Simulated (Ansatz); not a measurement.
# Si: the cost of one run

Method: DFT LDA, scalar-relativistic, plane waves, PAW, in Ansatz 0.2.0.

1 further run of the same task is left out (set aside as unsound or not needed).

## Step 1: The structure to begin with

It takes space group Fd-3m (No. 227, cubic). The conventional cell has a = 5.444 Å, b = 5.444 Å, c = 5.444 Å, α = 90.00°, β = 90.00°, γ = 90.00°. Si (site symmetry -43m) has 4 Si at 2.36 Å as nearest neighbours.

Structure file:

```xyz
2
Lattice="0.0000 2.7219 2.7219 2.7219 0.0000 2.7219 2.7219 2.7219 0.0000" Properties=species:S:1:pos:R:3 pbc="T T T"
Si    4.0828    4.0828    4.0828
Si    2.7219    2.7219    2.7219
```

The structure comes from the Materials Project (structure only).

(A quick probe on a coarse mesh, which set the mesh and smearing, is not shown.)

## Step 3: Relaxing cell and atoms

Contents of input.yaml:

```yaml
crystal:
  lattice:
    - [0.0, 2.72185119, 2.72185119]
    - [2.72185119, 0.0, 2.72185119]
    - [2.72185119, 2.72185119, 0.0]
  atoms:
    - { symbol: Si, position: [0.75, 0.75, 0.75] }
    - { symbol: Si, position: [0.5, 0.5, 0.5] }
basis:
  ecutwfc: 420
kpoints:
  mp_grid: { grid: [8, 8, 8] }
hamiltonian:
  xc: lda
scf:
  occupations: { method: gaussian, width: 0.02 }
output:
  forces: true
  stress: true
  eigenvalues: true
  write_density: true
  write_potential: true
  elf: true
  volumetric_format: npy
relax:
  adjacent_minimum: "off"
  f_tol: 0.005
  max_steps: 80
  cell: { stress_tol: 0.05 }
```

The run is started by

```bash
$ ansatz run input.yaml --threads 4 --pin off --max-ram 8192MiB --backend cpu --events-out ev --progress --plain --runs-dir out
```

What time and memory should one allow on 4 threads of Arm Neoverse V1, shared host?

About 1.1 s, with a peak of 0.28 GiB.
